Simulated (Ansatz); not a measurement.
# Li2CoCl4 (Cmmm) in Ansatz: band structure with PBEsol

Aim: the band structure of Li2CoCl4 with PBEsol.

All numbers are computed with Ansatz 0.2.0; they aren't measurements. Logs are shortened: lines on timing, memory, paths and dates and some standing lists are left out, and cuts for length are marked.

## 1. The structure

The structure is orthorhombic, space group Cmmm (No. 65). Conventional cell: a = 7.238 Å, b = 9.831 Å, c = 3.589 Å, α = 90.00°, β = 90.00°, γ = 90.00°. Around Co (site symmetry mmm) lie 6 Cl at 2.30 to 2.44 Å. Cl (site symmetry m2m) has 1 Co at 2.30 Å and 4 Li at 2.55 Å as nearest neighbours. Around Cl (site symmetry 2mm) lie 2 Co at 2.44 Å and 2 Li at 2.46 Å. Li (site symmetry 2/m) has 6 Cl at 2.46 to 2.55 Å as nearest neighbours.

The cell is a database's computed one.

## 2. Band structure, PBEsol, collinear spin, ferromagnetic start

The input, input.yaml:

```yaml
crystal:
  lattice:
    - [3.61922174, -4.91556789, 0.0]
    - [3.61922174, 4.91556789, 0.0]
    - [0.0, 0.0, 3.58948008]
  atoms:
    - { symbol: Co, position: [0.0, 0.0, 0.0], spin: 2.0 }
    - { symbol: Cl, position: [0.2335304, 0.7664696, 0.0] }
    - { symbol: Cl, position: [0.22869983, 0.22869983, 0.5] }
    - { symbol: Cl, position: [0.7664696, 0.2335304, 0.0] }
    - { symbol: Cl, position: [0.77130017, 0.77130017, 0.5] }
    - { symbol: Li, position: [0.0, 0.5, 0.5] }
    - { symbol: Li, position: [0.5, 0.0, 0.5] }
hamiltonian:
  xc: pbesol
  pseudopotentials: { kind: paw }
magnetization:
  spin_polarized: true
kpoints:
  mp_grid: { grid: [5, 5, 8] }
  band_path:
    path:
      - [[0.0, 0.0, 0.0], [0.385526117, 0.385526117, 0.0], [0.0, 0.5, 0.0], [0.0, 0.5, 0.5], [0.385526117, 0.385526117, 0.5], [0.0, 0.0, 0.5], [0.0, 0.0, 0.0], [-0.5, 0.5, 0.0], [-0.385526117, 0.614473883, 0.0], [-0.385526117, 0.614473883, 0.5], [-0.5, 0.5, 0.5], [-0.5, 0.5, 0.0]]
      - [[0.0, 0.0, 0.5], [-0.5, 0.5, 0.5]]
    npoints: 10
scf:
  occupations: { method: fermi_dirac, width: 0.05 }
  n_extra_bands: 17
output:
  forces: true
  stress: true
  eigenvalues: true
  fatbands: true
```

Potentials or basis: Ansatz PAW.

Launch:

```sh
$ ansatz run input.yaml --threads 4 --pin off --max-ram 11264MiB --backend cpu --events-out ev --progress --plain --runs-dir out
```

Log:

```text
Warning: RAYON_NUM_THREADS=4 ignored (pool sized by the plan → 4); use --threads N
scf.n_extra_bands = 17 over 26 filled bands (N_el = 51.0): the run solves 43 bands
Engine: ansatz 0.2.0, aarch64-unknown-linux-gnu
Pseudopotentials: kind: paw
Pseudopotential: Co, paw, valence charge 17, recommended cutoff 420 eV (normal), Co.paw.azcp
Pseudopotential: Cl, paw, valence charge 7, recommended cutoff 420 eV (normal), Cl.paw.azcp
Pseudopotential: Li, paw, valence charge 3, recommended cutoff 420 eV (normal), Li.paw.azcp
Functional definition: PBEsol
  exchange = pbesol_x
  correlation = pbesol_c
Crystal: 7 atoms, lattice volume = 127.718 Å³
Basis set: ecut = 420 eV, 2451 PW (Γ), exchange–correlation on 90×90×48 points (8 copies of the dense FFT grid, shifted against one another)
Bands: 43, of which v1, the nominal top of the filled ones, is band 26 counted from 1 (25 counted from 0)
Symmetry: 8 space group operations
Space group: Cmmm (ITA 65), of the structure as read, at distance tolerance 5.0e-5 Å
Magnetic group: BNS 65.481 (UNI 579), of the structure as read, at distance tolerance 5.0e-5 Å
k-points: 45 of 200
Non-local potential: Co, projectors of the file, l = 0: 3, l = 1: 2, l = 2: 3, l = 3: 1
Non-local potential: Cl, projectors of the file, l = 0: 2, l = 1: 2, l = 2: 2
Non-local potential: Li, projectors of the file, l = 0: 3, l = 1: 2, l = 2: 1
PAW form: soft (Blöchl's): semilocal exchange-correlation on the pseudo side does not see the compensation charge
PAW frozen core: Co, regenerated for the run's functional, and the local potential with it (the file was generated under x = pbe(κ = 0.804, μ = 0.2195149727645171), c = pbe(β = 0.06672455060314922))
PAW frozen core: Cl, regenerated for the run's functional, and the local potential with it (the file was generated under x = pbe(κ = 0.804, μ = 0.2195149727645171), c = pbe(β = 0.06672455060314922))
PAW one-centre angular grid: Co, 590 points (default); XC on 64 Gauss nodes
PAW one-centre angular grid: Cl, 110 points (default); XC on 64 Gauss nodes
PAW one-centre angular grid: Li, 110 points (default); XC on 64 Gauss nodes
Initial density: superposition of atomic densities (chi_scale 0.1, normalization cell, long waves kept (reshape's long-wave potential 0.19 eV rms))
Starting moments: Σ|m| = 2 μB on 1 of 7 sites
Initial wavefunctions: pseudopotential atomic-orbital guess
Functional: x = pbesol(κ = 0.804, μ = 0.12345679012345678), c = pbesol(β = 0.046)
SCF iter   1: F=—  HF=-9755.061974 eV  |F-HF|=—  |Δ(HF+E_count)|=         —  Δρ=1.91e-1 (↑6.79e-2 ↓1.91e-1)  dr2=8.13e1  dr2_m=4.73e0  M=0.559 μB ∫|m|=0.580 μB  β_m=0.30  ethr=3.10e-3  ⟨swp⟩=6.6  Hψ=18059  notcnv=0  defer=118
Mixer restart at iter 1: flushing history
preconditioner: auto → Kerker (q_TF=auto, 2.341 Å⁻¹)  [metal: Δε(μ)=0.024 eV  Ē_g=13.319 eV  σ=0.050 eV  W_gap=0.12  n_scr=30 (ndim 8)  ℏωp=20.5 eV  f_vac=0.022  D(μ)=3.91/eV (n_scr^D=30)]
spin=Collinear: Kerker preconditioning applied to the charge; magnetization (m = ρ↑ − ρ↓) channel mixes plain (no charge-response kernel on spin).
SCF iter   2: F=—  HF=-9752.780354 eV  |F-HF|=—  |Δ(HF+E_count)|=    2.28e0  Δρ=4.54e-2 (↑2.80e-2 ↓4.54e-2)  dr2=8.12e0  dr2_m=8.25e-1  M=1.000 μB ∫|m|=1.092 μB  β_m=0.33  ethr=3.10e-3  ⟨swp⟩=3.0  Hψ=9096  notcnv=0  defer=1022
SCF iter   3: F=—  HF=-9751.578384 eV  |F-HF|=—  |Δ(HF+E_count)|=    1.20e0  Δρ=2.70e-2 (↑2.03e-2 ↓2.70e-2)  dr2=3.90e0  dr2_m=3.00e-1  M=1.001 μB ∫|m|=1.104 μB  β_m=0.51  ethr=3.10e-3  ⟨swp⟩=2.7  Hψ=5604  notcnv=0  defer=1022
SCF iter   4: F=—  HF=-9750.653881 eV  |F-HF|=—  |Δ(HF+E_count)|=   9.25e-1  Δρ=1.63e-2 (↑1.29e-2 ↓1.63e-2)  dr2=7.46e-1  dr2_m=6.68e-3  M=1.044 μB ∫|m|=1.150 μB  β_m=0.75  ethr=3.10e-3  ⟨swp⟩=3.0  Hψ=6137  notcnv=0  defer=1021
SCF iter   5: F=—  HF=-9750.840619 eV  |F-HF|=—  |Δ(HF+E_count)|=   1.87e-1  Δρ=1.32e-2 (↑1.22e-2 ↓1.32e-2)  dr2=6.13e-2  dr2_m=1.83e-1  M=1.313 μB ∫|m|=1.394 μB  β_m=0.61  ethr=1.46e-3  ⟨swp⟩=2.1  Hψ=7459  notcnv=0  defer=1015
SCF iter   6: F=—  HF=-9751.289260 eV  |F-HF|=—  |Δ(HF+E_count)|=         —  Δρ=6.26e-2 (↑6.26e-2 ↓6.01e-2)  dr2=1.52e-1  dr2_m=4.27e0  M=2.868 μB ∫|m|=2.876 μB  β_m=1.00  ethr=1.20e-4  ⟨swp⟩=1.8  Hψ=4168  notcnv=0  defer=1016
Mixer restart at iter 6: flushing history
SCF iter   7: F=—  HF=-9750.994984 eV  |F-HF|=—  |Δ(HF+E_count)|=         —  Δρ=1.34e-2 (↑6.33e-3 ↓1.34e-2)  dr2=1.26e-1  dr2_m=1.07e-1  M=2.999 μB ∫|m|=3.025 μB  β_m=0.61  ethr=9.80e-5  ⟨swp⟩=3.0  Hψ=7115  notcnv=0  defer=1012
Mixer restart at iter 7: flushing history
SCF iter   8: F=—  HF=-9751.004082 eV  |F-HF|=—  |Δ(HF+E_count)|=   9.10e-3  Δρ=6.43e-3 (↑6.43e-3 ↓3.29e-3)  dr2=2.54e-2  dr2_m=2.18e-2  M=2.999 μB ∫|m|=3.027 μB  β_m=0.75  ethr=9.80e-5  ⟨swp⟩=2.4  Hψ=7484  notcnv=0  defer=1009
SCF iter   9: F=—  HF=-9751.004801 eV  |F-HF|=—  |Δ(HF+E_count)|=   7.19e-4  Δρ=4.35e-3 (↑2.43e-3 ↓4.35e-3)  dr2=4.45e-2  dr2_m=1.41e-3  M=3.000 μB ∫|m|=3.031 μB  β_m=0.65  ethr=4.97e-5  ⟨swp⟩=2.0  Hψ=6711  notcnv=0  defer=1011
SCF iter  10: F=—  HF=-9750.993586 eV  |F-HF|=—  |Δ(HF+E_count)|=   1.12e-2  Δρ=1.77e-3 (↑5.48e-4 ↓1.77e-3)  dr2=4.18e-3  dr2_m=7.47e-4  M=2.999 μB ∫|m|=3.031 μB  β_m=0.82  ethr=4.97e-5  ⟨swp⟩=2.0  Hψ=7026  notcnv=0  defer=1010
SCF iter  11: F=—  HF=-9750.996061 eV  |F-HF|=—  |Δ(HF+E_count)|=   2.47e-3  Δρ=1.16e-3 (↑3.14e-4 ↓1.16e-3)  dr2=1.40e-3  dr2_m=3.67e-4  M=2.999 μB ∫|m|=3.032 μB  β_m=0.91  ethr=8.20e-6  ⟨swp⟩=2.0  Hψ=6749  notcnv=0  defer=1012
[...]
SCF 1 converged in 19 iterations: F = -9750.997766 eV  dr2 = 1.06e-8
[...]
iter 1 solved again at ethr=1.86e-11 eV; its pass at ethr=1.96e-6 eV (dr2=9.50e-9 eV) is discarded
SCF iter   1: F=—  HF=-9750.997766 eV  |F-HF|=—  |Δ(HF+E_count)|=         —  Δρ=2.69e-6 (↑8.84e-7 ↓2.69e-6)  dr2=1.06e-8  dr2_m=1.46e-9  M=3.000 μB ∫|m|=3.034 μB  ethr=1.86e-11  ⟨swp⟩=1.0  Hψ=63828  notcnv=0
preconditioner: auto → Kerker (q_TF=auto, 2.341 Å⁻¹)  [metal: Δε(μ)=0.007 eV  Ē_g=13.416 eV  σ=0.050 eV  W_gap=0.03  n_scr=30 (ndim 8)  ℏωp=20.5 eV  f_vac=0.051  D(μ)=6.25/eV (n_scr^D=56)]
spin=Collinear: Kerker preconditioning applied to the charge; magnetization (m = ρ↑ − ρ↓) channel mixes plain (no charge-response kernel on spin).
SCF iter   2: F=—  HF=-9751.000547 eV  |F-HF|=—  |Δ(HF+E_count)|=   2.78e-3  Δρ=3.40e-4 (↑3.40e-4 ↓2.06e-4)  dr2=9.56e-5  dr2_m=2.59e-5  M=3.000 μB ∫|m|=3.037 μB  ethr=1.96e-6  ⟨swp⟩=1.0  Hψ=21584  notcnv=0
SCF iter   3: F=—  HF=-9751.002013 eV  |F-HF|=—  |Δ(HF+E_count)|=   1.47e-3  Δρ=5.58e-5 (↑5.58e-5 ↓5.09e-5)  dr2=4.63e-6  dr2_m=6.95e-7  M=3.000 μB ∫|m|=3.039 μB  ethr=3.76e-7  ⟨swp⟩=1.0  Hψ=15385  notcnv=0
SCF iter   4: F=—  HF=-9751.002013 eV  |F-HF|=—  |Δ(HF+E_count)|=   5.67e-7  Δρ=1.22e-5 (↑9.33e-6 ↓1.22e-5)  dr2=2.36e-7  dr2_m=2.00e-8  M=3.000 μB ∫|m|=3.039 μB  ethr=1.43e-8  ⟨swp⟩=1.0  Hψ=13776  notcnv=0
SCF iter   5: F=-9751.002013 eV  HF=-9751.002013 eV  |F-HF|=1.40e-8  |Δ(HF+E_count)|=   5.10e-8  Δρ=3.31e-6 (↑1.91e-6 ↓3.31e-6)  dr2=1.54e-8  dr2_m=2.13e-9  M=3.000 μB ∫|m|=3.039 μB  ethr=1.96e-10  ⟨swp⟩=1.1  Hψ=13358  notcnv=0
SCF iter   6: F=-9751.002013 eV  HF=-9751.002013 eV  |F-HF|=1.40e-8  |Δ(HF+E_count)|=  6.55e-11  Δρ=3.31e-6 (↑1.91e-6 ↓3.31e-6)  dr2=1.54e-8  dr2_m=2.14e-9  M=3.000 μB ∫|m|=3.039 μB  ethr=3.02e-11  ⟨swp⟩=1.0  Hψ=15092  notcnv=0
SCF 2 converged in 6 iterations: F = -9751.002013 eV  dr2 = 1.54e-8
Initial wavefunctions: those read from a saved state, or passed on in memory by an earlier step or the calling program
iter 1 solved again at ethr=3.01e-11 eV; its pass at ethr=3.10e-3 eV (dr2=1.54e-8 eV) is discarded
SCF iter   1: F=—  HF=-9751.002013 eV  |F-HF|=—  |Δ(HF+E_count)|=         —  Δρ=3.31e-6 (↑1.91e-6 ↓3.31e-6)  dr2=1.54e-8  dr2_m=2.15e-9  M=3.000 μB ∫|m|=3.039 μB  β_m=0.30  ethr=3.01e-11  ⟨swp⟩=1.3  Hψ=16480  notcnv=0  defer=1
preconditioner: auto → Resta (q_TF=auto, 2.341 Å⁻¹)  ε∞=3.3  [insulator: Δε(μ)=0.166 eV  Ē_g=13.414 eV  σ=0.050 eV  W_gap=0.68  n_scr=30 (ndim 8)  ℏωp=20.5 eV  f_vac=0.050  D(μ)=2.32/eV (n_scr^D=10)  ε∞_Penn≈3.3]
spin=Collinear: Resta preconditioning applied to the charge; magnetization (m = ρ↑ − ρ↓) channel mixes plain (no charge-response kernel on spin).
SCF iter   2: F=-9751.002013 eV  HF=-9751.002013 eV  |F-HF|=3.29e-10  |Δ(HF+E_count)|=   2.22e-9  Δρ=1.99e-6 (↑5.40e-7 ↓1.99e-6)  dr2=2.13e-9  dr2_m=1.42e-9  M=3.000 μB ∫|m|=3.039 μB  ethr=3.01e-11  ⟨swp⟩=6.3  Hψ=21536  notcnv=0
SCF 3 converged in 2 iterations: F = -9751.002013 eV  dr2 = 2.13e-9
NSCF: frozen V_eff on 122 k-points
SCF converged after 2 iterations
Magnetization: 2.9996 μB (26.9998 up, 24.0002 down)
Absolute magnetization: 3.0389 μB (∫|ρ↑−ρ↓|, with the PAW one-centre terms)
Spin contamination: 0.0071 ħ² per cell (⟨S²⟩ above its minimum at these occupations)
Per-site moments (μB) at R_I (Å): [(2.4319527652885258, 0.9470459918525563), (0.06345665879385151, 0.9470459918525563), (0.12439311156697055, 1.0071711810531478), (0.06345665879385137, 0.9470459918525563), (0.12439311156697068, 1.0071711810531483), (0.0010352808797503383, 1.015828752668894), (0.0009221254721314096, 1.015828752668894)]
Free energy (F): -9751.002013 eV
Harris-Foulkes:  -9751.002013 eV  (|F-HF|=3.29e-10)
Internal energy: -9750.978519 eV  (E = F + TS)
E sigma→0 (E₀):  -9750.990266 eV
Entropy (-TS):   -0.023494 eV (-3.356 meV/atom)
Fermi energy:    4.756820 eV
--- Per-component energies (eV) ---
  E_band       = -695.465609
  E_kinetic    = 1133.919102
  E_local      = -6435.183967  (includes V_loc(G=0)·N_el)
  E_nonlocal   = 516.116381
  E_hartree    = 2654.148316
  E_xc         = -600.266345
  E_vxc        = -714.141969  (∫ρ·V_xc dr)
  E_paw        = -4092.903793  (= ΣΔE_a)
  E_vpaw       = -504.470261  (= ΣTr[D̂ρ^β])
  E_aug_tail   = 0.000435  (compensation charges beyond the density's cutoff)
  E_ewald      = -2927.310796
  E_core_change = 0.502148  (= ΣΔE_core)
  E_smearing   = -0.023494  (= −TS)
  E_closure    = 0.000000  (closes the sum)
  Σ components = -9751.002013   (vs F -9751.002013, Δ=0.00e0)
--- Forces (eV/Å), atoms counted from 1 ---
  atom   1  Co     0.00000000     0.00000000     0.00000000
  atom   2  Cl    -0.01744574    -0.47995154    -0.00000000
  atom   3  Cl     0.01278916     0.03259081    -0.00000000
  atom   4  Cl     0.01744574     0.47995154     0.00000000
  atom   5  Cl    -0.01278916    -0.03259081     0.00000000
  atom   6  Li     0.00000000    -0.00000000     0.00000000
  atom   7  Li    -0.00000000     0.00000000     0.00000000
  max |Σ_I F_I| component: 0.00e0 eV/Å
--- Stress (GPa, compression-positive) ---
       -0.206745       0.137843       0.000000
        0.137782       3.085558      -0.000000
        0.000000      -0.000000      -0.541903
  P = ⅓ Tr σ = 0.7790 GPa (7.790 kbar)
--- Band table (eV; the first three rows and the last of 130) ---
  k-point 0 ↑: bands = ["-91.4792", "-55.3935", "-54.7593", "-54.5235", "-40.0259", "-40.0194", "-11.2401", "-10.4147", "-10.3245", "-10.0970", "-1.0909", "-0.7890", "-0.4745", "0.2423", "0.2912", "1.2296", "1.3908", "1.7065", "1.9177", "2.4685", "2.5318", "2.6895", "2.7086", "2.7399", "3.3675", "4.0981", "4.4990", "8.7077", "9.6429", "9.8514", "9.9926", "11.2580", "11.9877", "12.5351", "13.0584", "13.3486", "14.4155", "14.7101", "14.9644", "15.8113", "16.3340", "16.6354", "16.9301"]
  k-point 1 ↑: bands = ["-91.4792", "-55.3935", "-54.7593", "-54.5238", "-40.0257", "-40.0192", "-11.1705", "-10.3790", "-10.3015", "-10.1025", "-0.9899", "-0.7077", "-0.3975", "0.2399", "0.2545", "0.8392", "1.3979", "1.4118", "1.9025", "2.2378", "2.4086", "2.5158", "2.6934", "2.9134", "3.2681", "3.8821", "4.4263", "9.1596", "10.1913", "10.2273", "10.3260", "11.5578", "11.9756", "12.5811", "12.7988", "13.6021", "14.4465", "14.4924", "14.8986", "15.4365", "15.5245", "15.8973", "16.2215"]
  k-point 2 ↑: bands = ["-91.4792", "-55.3934", "-54.7592", "-54.5245", "-40.0253", "-40.0188", "-10.9786", "-10.2899", "-10.2450", "-10.1371", "-0.7322", "-0.4814", "-0.2280", "0.1535", "0.1632", "0.2754", "0.8547", "1.3566", "1.4208", "2.0321", "2.0729", "2.2288", "2.4807", "2.9991", "3.2112", "3.7668", "4.1989", "10.1631", "10.4660", "11.2842", "11.4180", "11.9581", "12.0287", "12.5529", "13.2679", "13.7069", "14.3215", "14.3518", "14.4914", "14.5405", "14.9208", "14.9853", "15.6322"]
  k-point 64 ↓: bands = ["-88.5488", "-52.2333", "-51.9737", "-51.8740", "-40.0242", "-40.0176", "-10.3195", "-10.2276", "-10.1395", "-9.9901", "-0.8320", "-0.5115", "-0.2610", "-0.1950", "0.9632", "1.3248", "1.3262", "1.4540", "1.6496", "1.7495", "2.0893", "2.2150", "4.5636", "4.6107", "4.8488", "6.2375", "6.3052", "10.1619", "10.4120", "10.9460", "11.0067", "12.2501", "12.2836", "12.2933", "12.8951", "13.4341", "14.2368", "14.6843", "14.9402", "15.0427", "15.4131", "16.2152", "17.6582"]
```

Run time: 86 s. Hardware: 4 threads of Arm Neoverse V1, shared host; peak memory 1.6 GiB.

Results:

- Free energy: -9751.0020 eV
- Pressure: 0.8 GPa
- Largest force: 0.480 eV/Å
- Band gap along the path: 0.17 eV, indirect (least direct gap 0.18 eV)
- Net moment: 3.00 μB per cell
- Absolute moment: 3.04 μB per cell
- Site moments: Co +2.43; Cl +0.06, +0.12; Li +0.00 μB

Forces in eV/Å, atoms in the order of the input:
```
Co   0.000  0.000  0.000
Cl  -0.017 -0.480  0.000
Cl   0.013  0.033  0.000
Cl   0.017  0.480  0.000
Cl  -0.013 -0.033  0.000
Li   0.000  0.000  0.000
Li   0.000  0.000  0.000
```

Levels at the corners of the path, in eV from the Fermi level:
Spin up:
| point | band 25 | band 26 | band 27 | band 28 | band 29 | band 30 |
| --- | --- | --- | --- | --- | --- | --- |
| Γ | -1.39 | -0.66 | -0.26 | 3.95 | 4.89 | 5.09 |
| X | -1.48 | -0.85 | -0.68 | 5.47 | 6.21 | 6.33 |
| S | -1.46 | -0.68 | -0.47 | 5.28 | 5.32 | 5.55 |
| R | -1.61 | -0.97 | -0.51 | 5.53 | 6.14 | 6.23 |
| A | -1.67 | -0.85 | -0.33 | 4.75 | 5.20 | 5.72 |
| Z | -1.52 | -0.88 | -0.75 | 5.73 | 6.56 | 7.61 |
| Γ | -1.39 | -0.66 | -0.26 | 3.95 | 4.89 | 5.09 |
| Y | -1.49 | -1.02 | -0.68 | 5.44 | 6.41 | 6.66 |
| X1 | -1.48 | -0.85 | -0.68 | 5.47 | 6.21 | 6.33 |
| A1 | -1.67 | -0.85 | -0.33 | 4.75 | 5.20 | 5.72 |
| T | -1.69 | -0.73 | -0.27 | 4.51 | 4.76 | 5.42 |
| Y | -1.49 | -1.02 | -0.68 | 5.44 | 6.41 | 6.66 |
| Z | -1.52 | -0.88 | -0.75 | 5.73 | 6.56 | 7.61 |
| T | -1.69 | -0.73 | -0.27 | 4.51 | 4.76 | 5.42 |
Spin down:
| point | band 20 | band 21 | band 22 | band 23 | band 24 | band 25 | band 26 | band 27 | band 28 | band 29 |
| --- | --- | --- | --- | --- | --- | --- | --- | --- | --- | --- |
| Γ | -2.11 | -1.95 | -1.91 | -0.62 | -0.12 | 0.14 | 1.50 | 1.85 | 4.23 | 4.92 |
| X | -2.54 | -2.53 | -2.12 | -0.58 | -0.13 | 0.28 | 1.41 | 1.48 | 5.74 | 6.42 |
| S | -2.44 | -2.08 | -2.05 | -0.58 | -0.11 | 0.20 | 1.46 | 1.69 | 5.38 | 5.59 |
| R | -2.96 | -2.86 | -2.63 | -0.20 | -0.16 | 0.10 | 1.43 | 1.53 | 6.02 | 6.27 |
| A | -2.99 | -2.96 | -2.29 | -0.26 | -0.15 | 0.09 | 1.48 | 1.67 | 5.17 | 5.25 |
| Z | -3.24 | -2.89 | -2.36 | -0.16 | -0.08 | 0.09 | 1.25 | 1.53 | 5.91 | 6.95 |
| Γ | -2.11 | -1.95 | -1.91 | -0.62 | -0.12 | 0.14 | 1.50 | 1.85 | 4.23 | 4.92 |
| Y | -2.59 | -2.40 | -2.15 | -0.59 | -0.14 | 0.31 | 1.30 | 1.49 | 5.72 | 6.63 |
| X1 | -2.54 | -2.53 | -2.12 | -0.58 | -0.13 | 0.28 | 1.41 | 1.48 | 5.74 | 6.42 |
| A1 | -2.99 | -2.96 | -2.29 | -0.26 | -0.15 | 0.09 | 1.48 | 1.67 | 5.17 | 5.25 |
| T | -2.86 | -2.79 | -2.21 | -0.29 | -0.13 | 0.11 | 1.54 | 1.71 | 4.80 | 4.93 |
| Y | -2.59 | -2.40 | -2.15 | -0.59 | -0.14 | 0.31 | 1.30 | 1.49 | 5.72 | 6.63 |
| Z | -3.24 | -2.89 | -2.36 | -0.16 | -0.08 | 0.09 | 1.25 | 1.53 | 5.91 | 6.95 |
| T | -2.86 | -2.79 | -2.21 | -0.29 | -0.13 | 0.11 | 1.54 | 1.71 | 4.80 | 4.93 |

Caveat: a cell with one magnetic atom can't hold antiferromagnetic order, which such compounds often take; the PAW data sets come from PBE, with cores solved anew for the run's functional, which leaves a small shift of forces and pressure.

## 3. The reference run

An earlier run on the cell as given: functional PBEsol; potentials or basis Ansatz PAW; cutoff 420 eV (not typed: the program's choice for these potentials); k mesh 5 × 5 × 8; occupations fermi-dirac, width 0.05 eV; collinear spin, ferromagnetic start; starting moments [2.0, 0.0, 0.0, 0.0, 0.0, 0.0, 0.0] μB.

* Pressure: 0.8 GPa
* Largest force: 0.480 eV/Å
* Net moment: 3.00 μB per cell
* Absolute moment: 3.04 μB per cell
* Site moments: Co +2.43; Cl +0.06, +0.12; Li +0.00 μB
